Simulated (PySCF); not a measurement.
**CH6OSi2: a tour of settings**

Which settings matter for CH6OSi2 (`O=C[SiH2][SiH3]`), and how do bad ones show?

Computed with PySCF 2.14.0, with density-fitted response routines of our own, on a single molecule in the gas phase. Atoms count from 0, in the outputs and in this text.

## (1) Starting geometry

10 atoms, charge 0, multiplicity 1; geometry from: GFN2-xTB.

Bonds of the start (Å): O0–C1 1.21, C1–Si2 1.92, Si2–Si3 2.31, C1–H4 1.11, Si2–H5 1.47, Si2–H6 1.47, Si3–H7 1.46, Si3–H8 1.47, Si3–H9 1.47.

## (2) NMR shieldings: KT2/pcSseg-1

The job: settings as JSON, then the geometry in Å.

```
{"job": {"kind": "nmr", "xc": "KT2", "basis": "pcSseg-1", "pop": false, "scf": {"conv": 1e-07}, "grid": 4}, "charge": 0, "multiplicity": 1}
O      1.472166    -1.729259    -0.245097
C      1.732077    -0.554145    -0.320297
Si     0.428475     0.815942     0.012843
Si    -1.625768    -0.219845     0.215960
H      2.767766    -0.249722    -0.586231
H      0.619502     1.766741    -1.091453
H      0.954255     1.504029     1.200439
H     -1.773460    -1.350125    -0.700555
H     -1.859422    -0.705199     1.578906
H     -2.706708     0.726236    -0.087044
```

Method: GIAO KT2/pcSseg-1 NMR shielding, non-relativistic, gas phase.

Launch:

```bash
$ OMP_NUM_THREADS=1 python probes_run.py task.json out
```

The driver reads the jobs from task.json and runs them one after another.

What it wrote:

```text
final grid: 208952 points
cycle   1  E = -702.5662510656  dE =  2.336e-01  |g| = 8.149e-01  |ddm| = 2.764e+00
cycle   2  E = -700.6861615290  dE =  1.880e+00  |g| = 2.672e+00  |ddm| = 5.238e+00
cycle   3  E = -702.6870347519  dE = -2.001e+00  |g| = 1.598e-01  |ddm| = 5.116e+00
cycle   4  E = -702.6924036579  dE = -5.369e-03  |g| = 1.248e-01  |ddm| = 5.579e-01
cycle   5  E = -702.6977759159  dE = -5.372e-03  |g| = 4.102e-02  |ddm| = 2.297e-01
cycle   6  E = -702.6981805743  dE = -4.047e-04  |g| = 7.953e-03  |ddm| = 3.452e-02
cycle   7  E = -702.6981967949  dE = -1.622e-05  |g| = 1.968e-03  |ddm| = 1.489e-02
cycle   8  E = -702.6981980679  dE = -1.273e-06  |g| = 5.259e-04  |ddm| = 3.517e-03
cycle   9  E = -702.6981981632  dE = -9.530e-08  |g| = 9.862e-05  |ddm| = 9.702e-04
converged SCF energy = -702.6981981632

GIAO shielding tensors (ppm)
atom      isotropic    diamagn.    paramagn.     s11        s22        s33       span
  0 O     -517.100     402.179    -919.279  -1426.048   -496.008    370.755   1796.803
  1 C      -39.337     252.874    -292.211   -147.817    -59.898     89.703    237.519
  2 Si     442.668     884.326    -441.658    389.920    437.634    500.450    110.530
  3 Si     485.205     882.605    -397.401    478.603    486.658    490.354     11.751
  4 H       19.443      27.364      -7.921     14.664     19.325     24.340      9.676
  5 H       27.266      29.707      -2.441     24.412     25.589     31.797      7.384
  6 H       27.336      29.563      -2.227     24.671     25.729     31.608      6.937
  7 H       28.000      29.279      -1.280     24.901     25.696     33.402      8.501
  8 H       28.139      29.026      -0.887     25.157     25.645     33.614      8.457
  9 H       28.332      28.787      -0.456     25.108     26.095     33.792      8.685
```

It took 12 s on 1 thread of Arm Neoverse V2, shared host; peak memory 0.48 GiB.

Shifts follow as δ = σ(reference) − σ, with reference shieldings (ppm) from runs at the same level and on the same kind of geometry: 1H TMS 31.62, 13C TMS 185.6, 29Si TMS 357.4, 17O H2O 332.3. The references are single molecules in the gas phase, so shifts against H2O, NH3, PH3, H3PO4 or CFCl3 are not on the usual liquid scales and can be off by tens of ppm. Atoms listed in one row are averaged.

```csv
atoms,environment,σ (ppm),δ (ppm)
C1,carbonyl carbon,-39.3,224.9
H4,hydrogen on a carbonyl carbon,19.44,12.18
"H5, H6","hydrogen on a silicon bonded to C, Si",27.30,4.32
"H7, H8, H9",hydrogen on a silicon bonded to Si,28.16,3.47
O0,carbonyl oxygen,-517.1,849.4
Si2,"silicon bonded to C, Si, 2 H",442.7,-85.2
Si3,"silicon bonded to Si, 3 H",485.2,-127.8
```

## (3) Ultraviolet spectrum: PBE0/def2-SVPD

The job, as its differences from that of step 2:

```diff
@@ -1,2 +1,2 @@
-{"job": {"kind": "nmr", "xc": "KT2", "basis": "pcSseg-1", "pop": false, "scf": {"conv": 1e-07}, "grid": 4}, "charge": 0, "multiplicity": 1}
+{"job": {"kind": "uv", "xc": "PBE0", "basis": "def2-SVPD", "nstates": 25, "ntriplets": 0, "tda": false, "scf": {"aux": "def2-universal-jkfit"}}, "charge": 0, "multiplicity": 1}
 O      1.472166    -1.729259    -0.245097
```

With the program's defaults for keys left out, this is: TDDFT PBE0/def2-SVPD, vertical, gas phase, core orbitals frozen in the response.

What it wrote:

```text
final grid: 78504 points
cycle   1  E = -695.1505707424  dE =  1.679e-01  |g| = 6.715e-01  |ddm| = 3.467e+00
cycle   2  E = -694.7392789428  dE =  4.113e-01  |g| = 1.560e+00  |ddm| = 2.039e+00
cycle   3  E = -695.2462888126  dE = -5.070e-01  |g| = 3.547e-02  |ddm| = 1.614e+00
cycle   4  E = -695.2465439646  dE = -2.552e-04  |g| = 2.449e-02  |ddm| = 1.088e-01
cycle   5  E = -695.2467160389  dE = -1.721e-04  |g| = 6.121e-03  |ddm| = 3.559e-02
cycle   6  E = -695.2467257900  dE = -9.751e-06  |g| = 1.636e-03  |ddm| = 1.041e-02
cycle   7  E = -695.2467263690  dE = -5.789e-07  |g| = 4.747e-04  |ddm| = 2.495e-03
cycle   8  E = -695.2467264356  dE = -6.663e-08  |g| = 6.877e-05  |ddm| = 8.638e-04
cycle   9  E = -695.2467264369  dE = -1.338e-09  |g| = 1.457e-05  |ddm| = 1.265e-04
cycle  10  E = -695.2467264370  dE = -5.991e-11  |g| = 3.299e-06  |ddm| = 3.064e-05
converged SCF energy = -695.2467264370

Static polarisability (au): isotropic 73.573, principal 59.535 75.101 86.083

Singlet excitations
state   eV       nm        f      main configurations
  1   3.2745    378.6   0.00035   H->L 0.98
  2   5.5834    222.1   0.04444   H->L+1 0.96
  3   5.8510    211.9   0.00012   H->L+2 0.96
  4   6.1105    202.9   0.00559   H-1->L 0.98
  5   6.3404    195.5   0.00760   H->L+3 0.94
  6   6.7212    184.5   0.04706   H->L+4 0.93
  7   7.1089    174.4   0.02971   H-2->L 0.69, H-1->L+1 0.15
  8   7.2858    170.2   0.00392   H-3->L 0.85
  9   7.3525    168.6   0.06200   H->L+5 0.58, H->L+6 0.30
 10   7.3639    168.4   0.03535   H-1->L+1 0.67
 11   7.5241    164.8   0.02148   H->L+6 0.52, H-4->L 0.19, H->L+5 0.15
 12   7.7645    159.7   0.02336   H-1->L+2 0.82
 13   7.8016    158.9   0.03747   H-4->L 0.48, H->L+7 0.35
 14   7.9659    155.6   0.11772   H->L+7 0.51, H-4->L 0.15, H-2->L+1 0.10
 15   8.0303    154.4   0.04008   H-2->L+1 0.74
 16   8.0904    153.2   0.03638   H->L+9 0.63, H->L+8 0.23
 17   8.1610    151.9   0.02659   H->L+8 0.62, H->L+9 0.27
 18   8.2542    150.2   0.00692   H-6->L 0.60
 19   8.2761    149.8   0.07133   H-1->L+3 0.74, H-3->L+1 0.08
 20   8.3713    148.1   0.03440   H-1->L+4 0.62, H-3->L+1 0.24
 21   8.4918    146.0   0.08370   H-3->L+1 0.29, H-2->L+2 0.22, H-3->L+2 0.13
 22   8.5638    144.8   0.01019   H-3->L+2 0.34, H-4->L+1 0.26, H-3->L+1 0.12
 23   8.6912    142.7   0.01049   H->L+10 0.60, H->L+11 0.13, H-4->L+1 0.09
 24   8.7312    142.0   0.01942   H-4->L+1 0.44, H-3->L+2 0.25, H->L+10 0.18
 25   8.8741    139.7   0.25980   H-2->L+3 0.38, H-2->L+2 0.25
```

Wall time 11 s (1 thread of Arm Neoverse V2, shared host); peak memory 0.58 GiB.

Frontier orbitals and where they lie:

| orbital | eV | atoms |
| --- | --- | --- |
| HOMO−3 | -9.94 | Si3 42 %, H7 24 %, H9 24 % |
| HOMO−2 | -9.76 | Si3 24 %, Si2 20 %, H8 18 % |
| HOMO−1 | -9.03 | Si2 33 %, Si3 33 %, H6 6 % |
| HOMO | -7.12 | O0 50 %, C1 21 %, Si2 13 % |
| LUMO | -1.63 | C1 40 %, O0 35 %, Si2 12 % |
| LUMO+1 | -0.42 | Si2 34 %, Si3 25 %, H6 10 % |
| LUMO+2 | -0.02 | Si3 32 %, Si2 30 %, H8 11 % |

With each of the 25 states as a Gaussian band of 0.4 eV half-width at 1/e, the curve within the window shown has maxima at 221 nm (ε 1,900), 151 nm (ε 15,000), 143 nm (ε 15,000) L/(mol cm). Beyond the last state computed it falls off for lack of states. The curve at chosen wavelengths:

| nm | ε (L/mol/cm) |
| --- | --- |
| 135 | 6597 |
| 148 | 15064 |
| 161 | 10358 |
| 174 | 5359 |
| 187 | 2463 |
| 201 | 976 |
| 214 | 1557 |
| 227 | 1652 |
| 240 | 597 |
| 253 | 95 |
| 266 | 9 |
| 279 | 1 |
| 292 | 0 |
| 306 | 0 |
| 319 | 1 |
| 332 | 4 |
| 345 | 8 |
| 358 | 11 |
| 371 | 14 |
| 384 | 14 |
| 397 | 12 |
| 411 | 9 |
| 424 | 7 |
| 437 | 4 |
| 450 | 3 |
| 463 | 2 |

Further results of this job:

```csv
property,computed
dipole moment (D),2.08
polarisability (Å³),10.90
HOMO–LUMO gap (eV),5.49
−ε(HOMO) (eV),7.12
```

## (4) TDDFT and polarisability: wB97X-D/def2-SVPD

The job, as its differences from that of step 3:

```diff
@@ -1,2 +1,2 @@
-{"job": {"kind": "uv", "xc": "PBE0", "basis": "def2-SVPD", "nstates": 25, "ntriplets": 0, "tda": false, "scf": {"aux": "def2-universal-jkfit"}}, "charge": 0, "multiplicity": 1}
+{"job": {"kind": "uv", "xc": "wB97X-D", "basis": "def2-SVPD", "nstates": 3, "ntriplets": 5, "tda": false, "grid": 3, "scf": {"aux": "def2-universal-jkfit"}}, "charge": 0, "multiplicity": 1}
 O      1.472166    -1.729259    -0.245097
```

Level: TDDFT wB97X-D/def2-SVPD, vertical, gas phase, core orbitals frozen in the response.

What it wrote:

```text
final grid: 125408 points
cycle   1  E = -695.4543558810  dE =  1.544e-01  |g| = 7.404e-01  |ddm| = 3.393e+00
cycle   2  E = -695.2817054732  dE =  1.727e-01  |g| = 1.250e+00  |ddm| = 1.496e+00
cycle   3  E = -695.5777630995  dE = -2.961e-01  |g| = 3.680e-02  |ddm| = 9.554e-01
cycle   4  E = -695.5783383234  dE = -5.752e-04  |g| = 1.720e-02  |ddm| = 1.375e-01
cycle   5  E = -695.5784362333  dE = -9.791e-05  |g| = 4.019e-03  |ddm| = 4.037e-02
cycle   6  E = -695.5784448789  dE = -8.646e-06  |g| = 1.225e-03  |ddm| = 1.485e-02
cycle   7  E = -695.5784456153  dE = -7.364e-07  |g| = 2.900e-04  |ddm| = 3.565e-03
cycle   8  E = -695.5784456618  dE = -4.646e-08  |g| = 9.919e-05  |ddm| = 8.827e-04
cycle   9  E = -695.5784456666  dE = -4.829e-09  |g| = 1.886e-05  |ddm| = 2.680e-04
cycle  10  E = -695.5784456669  dE = -3.204e-10  |g| = 5.818e-06  |ddm| = 7.538e-05
converged SCF energy = -695.5784456669

Static polarisability (au): isotropic 72.540, principal 59.338 73.939 84.342

Singlet excitations
state   eV       nm        f      main configurations
  1   3.3064    375.0   0.00030   H->L 0.96
  2   6.0862    203.7   0.05341   H->L+1 0.87, H->L+3 0.08
  3   6.3646    194.8   0.00107   H->L+2 0.81

Triplet excitations (Tamm-Dancoff, eV): 2.6723 5.6867 5.8497 6.2098 6.4032
```

It took 10 s on 1 thread of Arm Neoverse V2, shared host; peak memory 0.61 GiB.

In short: HOMO -9.00 eV, LUMO 0.27 eV; lowest singlet 3.31 eV.

## (5) NMR shieldings: PBE0/pcSseg-1

The job, as its differences from that of step 4:

```diff
@@ -1,2 +1,2 @@
-{"job": {"kind": "uv", "xc": "wB97X-D", "basis": "def2-SVPD", "nstates": 3, "ntriplets": 5, "tda": false, "grid": 3, "scf": {"aux": "def2-universal-jkfit"}}, "charge": 0, "multiplicity": 1}
+{"job": {"kind": "nmr", "xc": "PBE0", "basis": "pcSseg-1", "pop": true, "scf": {"max_cycle": 65}}, "charge": 0, "multiplicity": 3}
 O      1.472166    -1.729259    -0.245097
```

Level: PBE0/pcSseg-1.

What it wrote:

```text
NotImplementedError: this response code serves closed shells only; the SCF ended at -695.37773544 Eh with <S^2> = 2.0064
```

It took 5.4 s on 1 thread of Arm Neoverse V2, shared host; peak memory 0.52 GiB.

Why it failed: The input makes an open shell, and this response code serves closed shells alone. Cure: restore the closed-shell charge and spin, or use an unrestricted response code.

## (6) Spin-spin couplings: HCTH407/aug-cc-pVDZ

The job, as its differences from that of step 5:

```diff
@@ -1,2 +1,2 @@
-{"job": {"kind": "nmr", "xc": "PBE0", "basis": "pcSseg-1", "pop": true, "scf": {"max_cycle": 65}}, "charge": 0, "multiplicity": 3}
+{"job": {"kind": "j", "xc": "HCTH407", "basis": "aug-cc-pVDZ"}, "charge": 0, "multiplicity": 1}
 O      1.472166    -1.729259    -0.245097
```

Level: HCTH407/aug-cc-pVDZ indirect spin-spin coupling, non-relativistic, gas phase.

What it wrote:

```text
coarse grid: 9144 points
cycle   1  E = -695.8132365174  dE =  2.244e-01  |g| = 7.483e-01  |ddm| = 7.441e+00
cycle   2  E = -694.4227005198  dE =  1.391e+00  |g| = 2.464e+00  |ddm| = 4.360e+00
cycle   3  E = -695.9289518612  dE = -1.506e+00  |g| = 8.900e-02  |ddm| = 3.779e+00
cycle   4  E = -695.9311643987  dE = -2.213e-03  |g| = 6.048e-02  |ddm| = 5.332e-01
cycle   5  E = -695.9326776508  dE = -1.513e-03  |g| = 1.727e-02  |ddm| = 1.955e-01
cycle   6  E = -695.9327672335  dE = -8.958e-05  |g| = 4.950e-03  |ddm| = 4.627e-02
cycle   7  E = -695.9327741750  dE = -6.942e-06  |g| = 1.517e-03  |ddm| = 1.274e-02
final grid: 78504 points
cycle   8  E = -695.9457729434  dE = -1.950e-05  |g| = 8.682e-03  |ddm| = 1.182e-01
cycle   9  E = -695.9456566842  dE =  1.163e-04  |g| = 2.521e-02  |ddm| = 3.863e-02
cycle  10  E = -695.9457878977  dE = -1.312e-04  |g| = 1.965e-03  |ddm| = 2.786e-02
cycle  11  E = -695.9457889061  dE = -1.008e-06  |g| = 2.479e-04  |ddm| = 3.950e-03
cycle  12  E = -695.9457889247  dE = -1.868e-08  |g| = 7.639e-05  |ddm| = 8.584e-04
cycle  13  E = -695.9457889276  dE = -2.891e-09  |g| = 1.231e-05  |ddm| = 2.506e-04
cycle  14  E = -695.9457889277  dE = -5.343e-11  |g| = 2.541e-06  |ddm| = 3.714e-05
converged SCF energy = -695.9457889277

Indirect spin-spin couplings (Hz)
  i      j    bonds     total        FC       PSO       DSO        SD
  0 O    1 C    1     20.088    -1.744    21.887    -0.055         -
  0 O    2 Si   2      4.404     3.708    -0.153    -0.022     0.872
  0 O    3 Si   3      0.908     0.914    -0.002     0.003    -0.007
  0 O    4 H    2      2.347    -2.116     4.092     0.372         -
  0 O    5 H    3     -2.051    -2.587     0.314     0.222         -
  0 O    6 H    3     -1.836    -2.187     0.165     0.186         -
  0 O    7 H    4     -0.552    -0.513     0.057    -0.095         -
  0 O    9 H    4     -0.435    -0.548    -0.050     0.163         -
  1 C    2 Si   1    -65.756   -65.618     1.177    -0.108    -1.206
  1 C    3 Si   2      1.820     1.757     0.018     0.008     0.037
  1 C    4 H    1    152.940   153.398    -1.428     0.970         -
  1 C    5 H    2     -5.300    -5.124    -0.167    -0.009         -
  1 C    6 H    2     -7.244    -7.149    -0.095    -0.000         -
  1 C    7 H    3      0.450     0.520    -0.052    -0.019         -
  1 C    8 H    3     -0.487    -0.340    -0.009    -0.138         -
  1 C    9 H    3      3.665     3.914     0.060    -0.308         -
  2 Si   3 Si   1     86.581    85.953    -1.251     0.030     1.848
  2 Si   4 H    2    -39.980   -40.320     0.165     0.158     0.018
  2 Si   5 H    1   -173.269  -173.370     0.510    -0.238    -0.172
  2 Si   6 H    1   -175.701  -175.810     0.509    -0.241    -0.159
  2 Si   7 H    2      1.656     1.640    -0.039     0.151    -0.096
  2 Si   8 H    2      1.708     1.644     0.006     0.145    -0.087
  2 Si   9 H    2      0.727     0.665     0.037     0.134    -0.109
  3 Si   4 H    3     -3.398    -3.490    -0.144     0.257    -0.021
  3 Si   5 H    2     -3.136    -3.271     0.007     0.202    -0.074
  3 Si   6 H    2     -1.629    -1.763     0.018     0.195    -0.079
  3 Si   7 H    1   -193.231  -193.267     0.433    -0.175    -0.222
  3 Si   8 H    1   -185.132  -185.136     0.366    -0.167    -0.195
  3 Si   9 H    1   -172.469  -172.405     0.271    -0.162    -0.173
  4 H    5 H    3     -1.937    -2.017     0.181    -0.102         -
  4 H    6 H    3     -2.402    -2.317     0.327    -0.412         -
  4 H    7 H    4     -0.967    -0.590     0.665    -1.042         -
  4 H    8 H    4     -0.777    -0.223     0.616    -1.170         -
  4 H    9 H    4      0.320     1.055     0.552    -1.287         -
  5 H    6 H    2    -15.530   -14.448     0.526    -1.608         -
  5 H    7 H    3     -1.443    -0.795     0.267    -0.915         -
  5 H    8 H    3      5.622     7.013     0.468    -1.860         -
  5 H    9 H    3      0.224     0.405     0.116    -0.297         -
  6 H    7 H    3      5.207     6.581     0.478    -1.852         -
  6 H    8 H    3      0.870     0.995     0.093    -0.217         -
  6 H    9 H    3     -1.215    -0.509     0.275    -0.980         -
  7 H    8 H    2    -12.031   -10.657     0.596    -1.970         -
  7 H    9 H    2    -12.659   -11.355     0.612    -1.916         -
  8 H    9 H    2    -13.504   -12.230     0.628    -1.903         -
```

Run time: 14 s. Hardware: 1 thread of Arm Neoverse V2, shared host; peak memory 0.49 GiB.

This basis has no tight s functions, so the Fermi-contact terms are rough.

Couplings of 1 Hz or more, nine at most for each number of bonds, with means over like pairs (isotopes 13C, 1H, 17O, 29Si):

| pair | bonds | J (Hz) | Fermi contact (Hz) | dihedral (°) |
| --- | --- | --- | --- | --- |
| Si3–H7 | 1 | -183.6 | -183.6 | – |
| Si2–H5 | 1 | -174.5 | -174.6 | – |
| C1–H4 | 1 | 152.9 | 153.4 | – |
| Si2–Si3 | 1 | 86.6 | 86.0 | – |
| C1–Si2 | 1 | -65.8 | -65.6 | – |
| O0–C1 | 1 | 20.1 | -1.7 | – |
| Si2–H4 | 2 | -40.0 | -40.3 | – |
| H5–H6 | 2 | -15.5 | -14.4 | – |
| H7–H8 | 2 | -12.7 | -11.4 | – |
| C1–H5 | 2 | -6.3 | -6.1 | – |
| O0–Si2 | 2 | 4.4 | 3.7 | – |
| Si3–H5 | 2 | -2.4 | -2.5 | – |
| O0–H4 | 2 | 2.3 | -2.1 | – |
| C1–Si3 | 2 | 1.8 | 1.8 | – |
| Si2–H7 | 2 | 1.4 | 1.3 | – |
| Si3–H4 | 3 | -3.4 | -3.5 | 172 |
| H4–H5 | 3 | -2.2 | -2.2 | – |
| O0–H5 | 3 | -1.9 | -2.4 | – |
| H5–H7 | 3 | 1.5 | 2.3 | – |
| C1–H7 | 3 | 1.2 | 1.4 | – |

The spin-dipole term was solved for some atoms only; pairs without it lack that part.

The response was solved for the nuclei of C, H, Si alone, so couplings that need other nuclei can be missing.

Quadrupole couplings from the field gradients of the same density:

```csv
atom,isotope,eQq/h (MHz),η
O0,17O,11.5,0.51
```

Joined with the shifts from before (KT2/pcSseg-1, unscaled), the couplings predict the line list below for 400 MHz.

1H NMR δ 12.18 (t, J = 2.2 Hz, 1H), 4.32 (quint, J = 1.7 Hz, 2H), 3.47 (t, J = 1.5 Hz, 3H). The letters are first-order; like nuclei with unlike couplings give more lines.

## (7) Run by run: electronic excitations

Excitations and ground-state properties, with basis size and wall time:

```csv
run,lowest singlet (eV),brightest (eV),f,gap (eV),α (Å³),μ (D),functions,time
PBE0/def2-SVPD,3.27,8.87,0.260,5.49,10.90,2.08,139,11 s
wB97X-D/def2-SVPD,3.31,6.09,0.053,9.26,10.75,2.16,139,10 s
```

## (8) Results

```
                                                             quantity                                            value
                                13C shifts against TMS (KT2/pcSseg-1)                                        224.9 ppm
1H shifts against TMS (KT2/pcSseg-1, means over atoms taken as alike)                            12.18, 4.32, 3.47 ppm
                                17O shifts against H2O (KT2/pcSseg-1)                                        849.4 ppm
                               29Si shifts against TMS (KT2/pcSseg-1)                                -85.2, -127.8 ppm
                                      lowest singlet (PBE0/def2-SVPD)                      3.27 eV (379 nm), f = 0.000
                             brightest single state of those computed                     state 25, 8.87 eV, f = 0.260
                  largest coupling of the table (HCTH407/aug-cc-pVDZ)                       1J(Si,H) Si3–H7, -183.6 Hz
                                          range of the lowest singlet                                  3.27 to 3.31 eV
                                        property runs in this session  5, of which 1 failed and 0 gave unsound results
```

In words: Single values in the summary come from the first run of each kind that ended normally (KT2/pcSseg-1; PBE0/def2-SVPD; HCTH407/aug-cc-pVDZ), which need not be the best level. At KT2/pcSseg-1: The largest span, 1797 ppm, is at O0, where the paramagnetic term is -919 ppm. The lowest singlet, at 3.27 eV, is HOMO→LUMO 0.98 and is dark; of the 25 states computed, the strongest absorption comes from state 25 at 8.87 eV (the last computed, so partners may be missing). States above −ε(HOMO) lie where TDDFT describes them poorly and they hang on the basis; the brightest is among them. In the run at HCTH407/aug-cc-pVDZ, the largest coupling of the table is Si3–H7 (mean over like pairs), -183.6 Hz, of which the Fermi-contact term gives -183.6 Hz. Couplings across rotatable bonds belong to this one conformer; where others are populated, the observed values are averages. The lowest singlet runs from 3.27 eV (PBE0/def2-SVPD) to 3.31 eV (wB97X-D/def2-SVPD), while the orbital gap spans 5.49 to 9.26 eV: the excitation energy moves far less from run to run than the orbital gap does. The lowest state need not be the same one in every run. The runs solved for a few states only, so the brightest column depends on that window. Couplings from bases without tight functions are rough.
